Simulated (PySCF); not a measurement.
# C₄H₇B: electronic excitations and core binding energies

Wanted: the electronic excitations and core binding energies of C₄H₇B (`B/C=C/C=C`), by calculation.

Computed with PySCF 2.14.0, with density-fitted response routines of our own, on a single molecule in the gas phase. Atoms are numbered from 0 throughout.

## Step 1: The starting structure

12 atoms, charge 0, multiplicity 1; geometry from: GFN2-xTB.

Bonds of the start (Å): B0–C1 1.53, C1–C2 1.35, C2–C3 1.44, C3–C4 1.33, B0–H5 1.17, B0–H6 1.17, C1–H7 1.09, C2–H8 1.08, C3–H9 1.08, C4–H10 1.08, C4–H11 1.08.

## Step 2: Ultraviolet spectrum: CAM-B3LYP/def2-SVPD

What the job is given:

```
{"job": {"kind": "uv", "xc": "CAM-B3LYP", "basis": "def2-SVPD", "nstates": 8, "ntriplets": 3}, "charge": 0, "multiplicity": 1}
B      2.522809    -0.015299    -0.369596
C      1.030692     0.000478    -0.726620
C      0.039582    -0.002214     0.188763
C     -1.365758     0.011308    -0.127674
C     -2.327095     0.009180     0.794219
H      3.332953    -0.016670    -1.213791
H      2.852126    -0.026214     0.753439
H      0.720703     0.013967    -1.767899
H      0.288016    -0.015576     1.243011
H     -1.623403     0.023668    -1.179577
H     -3.371249     0.019259     0.532114
H     -2.098179    -0.002572     1.847585
```

With the program's defaults for keys left out, this is: TDDFT CAM-B3LYP/def2-SVPD, vertical, gas phase, core orbitals frozen in the response.

**Question.** This job is followed by: delta-SCF UKS SCAN, pcX-2 on the ionised atom, pcseg-1 elsewhere, spin-free X2C. Predict these results of the whole session: lowest singlet (CAM-B3LYP/def2-SVPD); lowest triplet; C1s binding energies, SCAN/pcX-2 (standing for 2 of 4 atoms).

As calculated:

```
                                                    quantity                        value
                        lowest singlet (CAM-B3LYP/def2-SVPD)  4.90 eV (253 nm), f = 0.707
                                              lowest triplet                      2.71 eV
C1s binding energies, SCAN/pcX-2 (standing for 2 of 4 atoms)      C4 290.32, C1 289.61 eV
```

In words: The lowest singlet, at 4.90 eV, is HOMO→LUMO 0.97 and is bright. The lowest triplet lies 2.19 eV below the lowest singlet (triplets in Tamm-Dancoff, singlets in full TDDFT). C4 (terminal =CH2 carbon) binds its C1s electron 0.72 eV more tightly than C1 (alkene CH). Only 2 of the 4 C atoms are covered by sound results.
